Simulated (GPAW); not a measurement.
The system is Ti3S2.

```
Ti S
1.0
     2.71311    1.56642    3.23762
    -2.71311    1.56642    3.23762
     0.00000   -3.13283    3.23762
Ti S
3 2
Direct
  0.00000 0.33565 0.66434
  0.66434 0.00000 0.33565
  0.33565 0.66434 0.00000
  0.16784 0.16784 0.16784
  0.83216 0.83216 0.83216
```

The cell comes from a database or a generator and needn't be the stable form of this composition.

```yaml
Program: GPAW 26.7.0
Task: relaxation of cell and atoms
Functional: PBEsol
Dispersion: D3(BJ)
Potentials_or_basis: PAW data sets generated in the run's folder for this functional
Cutoff: 600 eV
Basis: pw
k_mesh: 5 × 5 × 5
Occupations: fermi-dirac, width 0.05 eV
Spin: no spin polarisation
```

At the start: pressure -9.2 GPa; volume 16.51 Å³/atom.

Where does the relaxation end?

Over 14 steps the energy falls by 30.5 meV/atom and the volume is 15.36 Å³/atom (-7.0 %); space group R32 (No. 155, to 0.05 Å).

Step by step:
```tsv
step	energy change (eV)	largest force (eV/Å)	pressure (GPa)	volume (Å³)
1	0.0000	0.0430	-9.19	82.56
2	-0.0343	0.0352	-8.25	81.89
3	-0.1444	0.1520	0.77	76.69
4	-0.1477	0.1137	-0.11	77.09
5	-0.1488	0.0821	-0.29	77.16
6	-0.1510	0.0895	-0.43	77.12
7	-0.1512	0.0777	-0.24	76.97
8	-0.1513	0.0478	0.02	76.80
9	-0.1513	0.0260	0.12	76.74
10	-0.1515	0.0283	0.09	76.75
11	-0.1517	0.0415	0.01	76.79
12	-0.1522	0.0451	-0.08	76.83
13	-0.1523	0.0330	-0.13	76.84
14	-0.1524	0.0121	-0.09	76.81
```

Final structure:
```yaml
crystal:
  lattice:
    - [2.63994, 1.52417, 3.18160]
    - [-2.63994, 1.52417, 3.18160]
    - [0.00000, -3.04834, 3.18160]
  atoms:
    - { symbol: Ti, position: [0.00000, 0.33888, 0.66112] }
    - { symbol: Ti, position: [0.66112, 0.00000, 0.33888] }
    - { symbol: Ti, position: [0.33888, 0.66112, 0.00000] }
    - { symbol: S, position: [0.16631, 0.16631, 0.16631] }
    - { symbol: S, position: [0.83369, 0.83369, 0.83369] }
```

Caveat: later steps reuse the first step's grids; pairwise dispersion overbinds metals, which lowers pressure and volume.
